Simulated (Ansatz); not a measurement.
# C2H5ClF2Si: up Jacob's ladder to CCSD(T)

Aim: compute C2H5ClF2Si with functionals from several rungs and with coupled cluster, and see how far each lands from CCSD(T) at the basis-set limit for the atomisation energy.

Computed with Ansatz 0.2.0, Gaussian basis. Level: functionals in def2-TZVPP, the program's frozen cores in correlated methods.

Plan: PBE-D4, r2SCAN-D4, PBE0-D4, B3LYP-D4, ωB97X-V, ωB97M-V, B2PLYP; CCSD(T)/def2-TZVPP; MP2/def2-QZVPP; extrapolation to the limit.

## Step 1: The relaxed structure

The geometry comes from an earlier relaxation with PBE0-D4 in a triple-zeta def2 set; it is a stationary point, not always the lowest conformer.

11 atoms, charge 0, spin multiplicity 1.

Atoms are counted from 1 here; the program's logs count them from 0.

Bond lengths: F1–C2 1.344 Å, C2–F3 1.344 Å, C2–Cl4 1.785 Å, C2–C5 1.500 Å, C5–Si6 1.896 Å, C5–H7 1.092 Å, C5–H8 1.092 Å, Si6–H9 1.483 Å, Si6–H10 1.485 Å, Si6–H11 1.483 Å. Angles: F1–C2–F3 106.8°, F1–C2–Cl4 107.4°, F1–C2–C5 111.3°, F3–C2–Cl4 107.4°, F3–C2–C5 111.3°, Cl4–C2–C5 112.4°, C2–C5–Si6 114.7°, C2–C5–H7 108.3°, C2–C5–H8 108.2°, Si6–C5–H7 109.1°, Si6–C5–H8 109.1°, H7–C5–H8 107.3°, C5–Si6–H9 110.6°, C5–Si6–H10 106.6°, C5–Si6–H11 110.6°, H9–Si6–H10 109.5°, H9–Si6–H11 110.0°, H10–Si6–H11 109.5°.

## Step 2: PBE-D4 (GGA)

in.yaml

```yaml
crystal:
  periodic: [false, false, false]
  atoms:
    - {symbol: F, position_ang: [-1.921120, -0.528127, -0.284997]}
    - {symbol: C, position_ang: [-0.725159, -0.781777, -0.844118]}
    - {symbol: F, position_ang: [-0.312244, -1.965252, -0.358251]}
    - {symbol: Cl, position_ang: [-0.988197, -0.986876, -2.597905]}
    - {symbol: C, position_ang: [0.260682, 0.306178, -0.537281]}
    - {symbol: Si, position_ang: [0.587685, 0.581522, 1.310252]}
    - {symbol: H, position_ang: [-0.107996, 1.235667, -0.976486]}
    - {symbol: H, position_ang: [1.202672, 0.064046, -1.034063]}
    - {symbol: H, position_ang: [-0.658354, 0.980898, 2.007596]}
    - {symbol: H, position_ang: [1.581880, 1.680891, 1.404947]}
    - {symbol: H, position_ang: [1.145652, -0.644071, 1.930705]}
basis:
  gaussian: {orbitals: def2-TZVPP}
hamiltonian: {xc: pbe, dispersion: d4}
output: {forces: true, orbitals: {seedname: orbitals}}
```

Command:

```
$ ansatz run in.yaml --threads 4 --pin off --events-out ev --progress --plain --max-ram 10444MiB
```

Further steps of the session: r2SCAN-D4 (meta-GGA); PBE0-D4 (hybrid); B3LYP-D4 (hybrid); ωB97X-V (range-separated); ωB97M-V (range-separated); B2PLYP (double hybrid); CCSD(T) in def2-TZVPP; MP2 in def2-QZVPP.

Before running them: what should the planned runs give, taken together? Wanted: atomisation energy, CCSD(T)/CBS; farthest; mean size of error, hybrid; mean size of error, range-separated; gap, smallest and largest; T1 diagnostic; triples share of the correlation energy.

The runs gave:

| quantity | value |
| --- | --- |
| atomisation energy, CCSD(T)/CBS | 926.5 kcal/mol |
| functionals within 4.6 kcal/mol (0.5 %) | PBE0-D4, ωB97M-V |
| farthest | PBE-D4 (+21.9 kcal/mol) |
| mean size of error, hybrid | 3.5 kcal/mol |
| mean size of error, range-separated | 5.2 kcal/mol |
| gap, smallest and largest | 6.73 eV (PBE-D4), 13.80 eV (ωB97X-V) |
| T1 diagnostic | 0.0114 |
| triples share of the correlation energy | 3.5 % |

What this shows: PBE-D4 is off by +21.9 kcal/mol. Double hybrids carry the basis error of their MP2 part in triple zeta, and no dispersion term here, so their miss is partly the set-up's. Misses under about 4.6 kcal/mol are within the doubt on the reference itself, which lacks core-valence correlation, relativity and higher excitations. Hartree-Fock recovers 72 % of the binding; the rest is correlation. The gap grows from 6.7 to 13.8 eV across the functionals, mostly with the share of exact exchange.
